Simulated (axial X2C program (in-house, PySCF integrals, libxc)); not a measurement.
# A two-component session on BrC: EOM-IP-CCSD levels

Wanted for BrC: EOM-IP-CCSD levels, at the two-component level.

Program: an in-house X2C program for linear molecules on PySCF integrals. Level of theory: two-component X2C with atomic mean-field terms, Br dyall-acv3z, C dyall-av3z. These are calculated values, not measurements.

## 1. Set-up

task.json

```json
{"zs": [35, 6], "q": 0, "bas": ["dyall-acv3z", "dyall-av3z"], "r0": 1.89, "eom": "ip", "rq": -1, "thr": -2.0, "nmax": 95, "grid": [1, 0.96, 1.045, 0.92, 1.09, 1.15]}
```

Keys: zs atomic numbers; q charge; bas basis sets; r0 starting distance in Å; eom kind of EOM run; thr threshold in hartree for freezing inner shells (an s shell follows its p shell); nmax most natural virtual spinors; grid distances as factors.

On the command line:

```console
$ python soeom.py task.json out
```

After this run come: EOM-IP-CCSD at 2.033 Å.

What does the calculation give? Wanted: next root led by one particle; T1 of the reference.

As calculated:

| quantity | value |
| --- | --- |
| lowest root at 2.033 Å | Ω = 1/2, 1.379 eV |
| next root led by one particle | Ω = 1/2, about 25200 cm⁻¹ higher |
| T1 of the reference | 0.014 |

**Reading.** Removing an electron from the reference determinant of BrC⁻ costs 1.38 eV and empties a spinor of 76% C pπ, 9% Br pπ, 9% Br dπ. The closed-shell reference lies 1.09 eV above the lowest determinant found, so these energies count from an excited configuration. Errors of 0.1 to 0.3 eV are usual at this size, and roots led by higher excitations are left out, so the list is incomplete, and low states of that kind can be missing. T1 or the largest double amplitude of the reference is raised, which lowers the reliability.
